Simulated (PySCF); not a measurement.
# CHBr2F (CHBr2F): the cost of one run

Programs: PySCF 2.14.0, with density-fitted response routines of our own. Each step states its level of theory. These are calculated values for one molecule in the gas phase, unless marked as measured. Atoms are numbered from 0 throughout.

## (1) Starting geometry

5 atoms, charge 0, multiplicity 1; geometry from: GFN2-xTB. The atoms were then displaced at random by about 0.01 Å, so the start is not that level's minimum.

Bonds of the start (Å): F0–C1 1.31, C1–Br2 1.93, C1–Br3 1.91, C1–H4 1.09.

## (2) Relaxing the molecule at PBE0-D3(BJ)/def2-SVP

Job settings and geometry (Å):

```
{"job": {"xc": "PBE0", "basis": "def2-SVP", "d3": "d3bj", "grid": 1, "shake": 0.01, "kind": "geom"}, "charge": 0, "multiplicity": 1}
F     -0.015880     1.125710    -0.803130
C     -0.011720     0.144860     0.066530
Br     1.628760    -0.854010    -0.164930
Br    -1.523970    -0.992070    -0.212850
H     -0.043620     0.541530     1.076490
```

On the command line:

```sh
$ OMP_NUM_THREADS=1 python probes_run.py task.json out
```

The driver reads the jobs from task.json and runs them one after another.

**Question.** How long does this first job take on 1 thread of Arm Neoverse V1, shared host, and how much memory does it need?

About 20 s, with a peak of 0.4 GiB.
